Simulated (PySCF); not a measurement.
# H4O2Si: the cost of one run

Programs: PySCF 2.14.0. All values are calculated, for the isolated system unless a continuum is named. Atoms count from 0, parts from 1.

## (1) Starting point

Each species was relaxed by itself at PBE0-D3(BJ)/def2-SVPD.

## (2) Energies of the species: wB97M-D3(BJ)/def2-TZVPD

Job settings and geometry (Å):

```
{"job": {"kind": "react", "xc": "wB97M-D3(BJ)", "basis": "def2-TZVPD"}, "charge": 0, "multiplicity": 1}
-1 BrH3OSi charge 0 multiplicity 1
O      0.279760    -1.286740     0.242620
Si     0.071930     0.356520     0.113170
Br    -0.552730     0.915510    -1.958430
H     -0.438150    -1.868210    -0.020070
H     -1.001120     0.857360     1.011380
H      1.397520     0.955600     0.388290

-1 H2O charge 0 multiplicity 1
O     -0.008040     0.389310    -0.002860
H      0.766770    -0.178870     0.000350
H     -0.758700    -0.210400     0.002570

+1 H4O2Si charge 0 multiplicity 1
O      1.212040     0.511860    -0.515440
Si    -0.093820    -0.396000    -0.000620
O     -1.467620     0.522010    -0.168830
H      2.079870     0.302260    -0.164500
H     -0.320080    -1.580120    -0.866520
H      0.143930    -0.794710     1.419670
H     -1.511550     1.363810     0.290180

+1 BrH charge 0 multiplicity 1
Br     0.714930    -0.011780    -0.001760
H     -0.708560     0.015650     0.000940
```

Level: wB97M-D3(BJ)/def2-TZVPD reaction energy of separated species, gas phase.

On the command line:

```bash
> OMP_NUM_THREADS=1 python cluster_run.py task.json out
```

One launch serves the whole session: the jobs run in the order shown.

**Question.** How long does this first job take on 1 thread of Arm Neoverse V2, shared host, and how much memory does it need?

About 15 s, with a peak of 0.63 GiB.
